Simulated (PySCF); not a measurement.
**CsF: from the state search to spectroscopic constants**

An exercise on one series of results from a longer session: the logs are not shown, and one member is left open.

Computed with PySCF 2.14.0. Level: Cs def2-TZVP with ECP46, F def2-TZVP, scalar-relativistic core potentials.

The first run:

A driver script around PySCF takes these settings:

| Quantity | Value |
| --- | --- |
| atoms | Cs, F |
| charge | 0 |
| basis | Cs def2-TZVP with ECP46, F def2-TZVP |
| Hamiltonian | scalar-relativistic core potentials |
| basis functions | 60 |
| electrons treated | 18 |
| masses in u | 132.9054, 18.9984 |
| levels | PBE0, PBE, r²SCAN, M06-L, PW91, TPSS, CAM-B3LYP, HF, MP2, SCS-MP2, CCSD, CCSD(T) |
| grid | 80 radial by 434 angular points |
| occupations | held fixed by the projection of orbital angular momentum |
| dissociation limit | Cs + F, each in its ground configuration |
| starting distance in angstrom | 2.820 |
| values of 2S to try | 0, 2 |

Launch:

```
> OMP_NUM_THREADS=1 python dia.py task.json out
```

Steps of the session up to this table: Set-up; The PBE0 curve of the state that the search chose; Excited determinants; PBE (GGA); r²SCAN (meta-GGA); M06-L; PW91 (GGA); TPSS (meta-GGA); CAM-B3LYP; RHF (mean field); MP2 and coupled cluster.

One of the session's tables, all rows but one given; the rest of the session is left out.

It belongs to the step «The curves together». Energy (eV) from each level's lowest point:

```
R (Å)    RHF  RHF-MP2  RHF-SCS-MP2  RHF-CCSD  RHF-CCSD(T)
2.054  0.877    0.790        0.820       n/a          n/a
2.149  0.432    0.373        0.393     0.391        0.383
2.245  0.168    0.134        0.145     0.143        0.139
2.316  0.059    0.039        0.045     0.044        0.042
2.388      ?        ?            ?         ?            ?
2.460  0.000    0.003        0.000     0.000        0.001
2.555  0.041    0.054        0.047     0.048        0.050
2.675  0.148    0.170        0.158     0.161        0.165
2.818  0.323    0.353        0.338     0.341        0.347
3.009  0.593    0.631        0.611       n/a          n/a
```

**Question.** Estimate the row for R (Å) = 2.388.

Worked estimate for «RHF». A straight line through the neighbours (2.316, 0.059) and (2.460, 0.000) gives 0.059 + (0.000 − 0.059) × (2.388 − 2.316) / (2.460 − 2.316) = 0.029; a parabola fitted to 4 rows on both sides gives 0.008.

As computed: RHF: 0.007; RHF-MP2: 0.000; RHF-SCS-MP2: 0.001; RHF-CCSD: 0.001; RHF-CCSD(T): 0.000. In «RHF» the line misses by +0.022 and the parabola by +0.001.
